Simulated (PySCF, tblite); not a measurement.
# C₃H₁₀N₂Si: geometry, infrared bands and NMR shifts

What infrared bands and NMR shifts should C₃H₁₀N₂Si (`[SiH3][C@H]1CCNN1`) show?

Computed with tblite 0.8.0 and PySCF 2.14.0, with density-fitted response routines of our own, on a single molecule in the gas phase. Atoms are numbered from 0 throughout.

### Step 1. The starting structure

16 atoms, charge 0, multiplicity 1; geometry from: force field or distance geometry start.

Bonds of the start (Å): Si0–C1 1.86, C1–C2 1.50, C2–C3 1.50, C3–N4 1.45, N4–N5 1.39, N5–C1 1.44, Si0–H6 1.46, Si0–H7 1.48, Si0–H8 1.48, C1–H9 1.11, C2–H10 1.10, C2–H11 1.12, C3–H12 1.10, C3–H13 1.12, N4–H14 1.05, N5–H15 1.03.

### Step 2. Geometry optimisation with GFN2-xTB

What the job is given:

```
{"job": {"kind": "relax", "xc": "GFN2-xTB", "basis": "xTB"}, "charge": 0, "multiplicity": 1}
Si    -2.032700    -0.472100     0.132500
C     -0.338600    -0.359700    -0.621300
C      0.287100     0.997400    -0.488200
C      1.237900     0.811700     0.651500
N      1.427000    -0.607300     0.853500
N      0.562900    -1.295600     0.008000
H     -2.023500    -1.139000     1.435300
H     -2.554200     0.909500     0.287300
H     -2.960100    -1.149100    -0.803100
H     -0.453400    -0.565500    -1.702400
H      0.833300     1.221700    -1.416400
H     -0.475600     1.773300    -0.237100
H      2.180600     1.308900     0.379100
H      0.802900     1.271000     1.573500
H      2.412500    -0.892900     0.655300
H      1.086300    -1.803500    -0.718900
```

On the command line:

```
$ OMP_NUM_THREADS=1 python probes_run.py task.json out
```

The driver reads the jobs from task.json and runs them one after another.

**Question.** This job is followed by: GFN2-xTB harmonic vibrations, gas phase; GIAO PBE0/pcSseg-1 NMR shielding, non-relativistic, gas phase. What will the session give for the following? strongest single infrared mode (GFN2-xTB); zero-point energy (GFN2-xTB); 13C shifts against TMS (PBE0/pcSseg-1); 1H shifts against TMS (PBE0/pcSseg-1, means over atoms taken as alike); 29Si shifts against TMS (PBE0/pcSseg-1); 15N shifts against NH3 (PBE0/pcSseg-1); surface potential, 1st and 99th percentile.

As calculated:

| quantity | value |
| --- | --- |
| strongest single infrared mode (GFN2-xTB) | 2195 cm⁻¹, 336 km/mol |
| zero-point energy (GFN2-xTB) | 80.7 kcal/mol |
| 13C shifts against TMS (PBE0/pcSseg-1) | 48.6, 48.1, 31.9 ppm |
| 1H shifts against TMS (PBE0/pcSseg-1, means over atoms taken as alike) | 3.93, 3.29, 2.94, 2.73, 2.71, 2.67, 1.89, 1.82 ppm |
| 29Si shifts against TMS (PBE0/pcSseg-1) | -68.6 ppm |
| 15N shifts against NH3 (PBE0/pcSseg-1) | 116.2, 109.5 ppm |
| surface potential, 1st and 99th percentile | -1.66 V and 1.39 V |

What this shows: Over 125 steps the energy fell by 0.552 eV; of the close pairs, Si0–C1 changed most, 1.858 to 1.912 Å. No mode is imaginary among the 42: a minimum at this level. The strongest single mode, at 2195 cm⁻¹, moves mainly H7. Unscaled tight-binding wavenumbers are off by several per cent, some by more. Its intensities can rank the bands wrongly. At PBE0/pcSseg-1: The largest span, 130 ppm, is at N4, where the paramagnetic term is -159 ppm.
